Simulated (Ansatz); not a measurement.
# Co3Sn2S2: the cost of one run

Program: the Python package of Ansatz 0.2.0. Level of theory: DFT PBEsol+U, plane waves, PAW. These are calculated values, not measurements.

## (1) Starting point

It takes space group R-3m (No. 166, trigonal). The conventional cell has a = 5.357 Å, b = 5.357 Å, c = 13.127 Å, α = 90.00°, β = 90.00°, γ = 120.00°. Around Co (site symmetry 2/m) lie 2 S at 2.17 Å. Around Sn (site symmetry -3m) lie 6 Co at 2.68 Å and 2 S at 2.85 Å. Sn (site symmetry -3m) is surrounded by 6 Co at 2.68 Å. S (site symmetry 3m) is surrounded by 3 Co at 2.17 Å and 1 Sn at 2.85 Å.

No structure file is read: the coordinates are typed or built in the script.

## (2) The script

co3sn2s2_bands.py reads:

```python
# -*- coding: utf-8 -*-
from pathlib import Path
import warnings

import ansatz as az
import numpy as np

warnings.simplefilter("ignore", az.DeckWarning)

crystal = (
    az.Lattice.of([2.678695, 1.546545, 4.3758], [-2.678695, 1.546545, 4.3758], [0.0, -3.093091, 4.3758])
    .atom("Co", [0.0, 0.0, 0.5])
    .atom("Co", [0.5, 0.0, 0.0])
    .atom("Co", [0.0, 0.5, 0.0])
    .atom("Sn", [0.5, 0.5, 0.5])
    .atom("Sn", [0.0, 0.0, 0.0])
    .atom("S", [0.283, 0.283, 0.283])
    .atom("S", [0.717, 0.717, 0.717])
    .moments(Co=2.5)
)

path = [
    ("H_0", (0.5, -0.24994, 0.24994)),
    ("L", (0.5, 0.0, 0.0)),
    ("G", (0.0, 0.0, 0.0)),
    ("S_0", (0.37497, -0.37497, 0.0)),
]
model = (
    crystal.calculation()
    .functional(az.Functional.PBESOL)
    .kpoints(length=28)
    .occupations("fermi_dirac", width=100 * az.meV)
    .spin("collinear")
    .hubbard("Co", "d", u_eff=2.0)
    .band_structure([point for _, point in path], intervals=10)
    .scf(extra_bands=8)
    .stress()
    .potential_components()
)
done = model.run()
summary = done.report

print("%-22s %14.5f eV" % ("F = E - TS", summary["free_energy_ev"]))
print("%-22s %14.5f eV" % ("E", summary["internal_energy_ev"]))
print("%-22s %14.5f eV" % ("Harris-Foulkes", summary["harris_foulkes_ev"]))
print("%-22s %14.5f eV" % ("Fermi level", summary["fermi_energy_ev"]))

print("pressure by term (GPa)")
for term, tensor in summary["stress_terms_gpa"].items():
    if np.any(tensor):
        print(f"  {term:28s} {np.trace(np.array(tensor)) / 3:12.3f}")
print(f"  {'total':28s} {np.trace(np.array(summary['stress_gpa'])) / 3:12.3f}")

folder = Path(done.write_results("parts"))
text = (folder / "v_comp_z.tsv").read_text().splitlines()
rows = np.array([line.split() for line in text if not line.startswith("#")], dtype=float)
print(text[0])
print(np.array2string(rows[:: max(len(rows) // 12, 1)], precision=3, suppress_small=True))

bands = done.band_structure()
fermi = bands.fermi_energy_ev
print(f"zero of the bands: {fermi:.3f} eV, the Fermi level found on the SCF mesh")
for spin, channel in enumerate(bands.channels):
    print("channel", spin, "- computed levels within 8 eV of the Fermi level")
    for i, (label, _) in enumerate(path):
        levels = channel.eigenvalues_ev[i * 10] - fermi
        print(f"  {label:3s}", " ".join(f"{e:7.3f}" for e in levels if abs(e) < 8))
```

## (3) The run

Launch:

```
python co3sn2s2_bands.py
```

Q: Estimate wall time and peak memory on 1 thread of Arm Neoverse V1, shared host.

About 9.6 min, with a peak of 1.3 GiB.
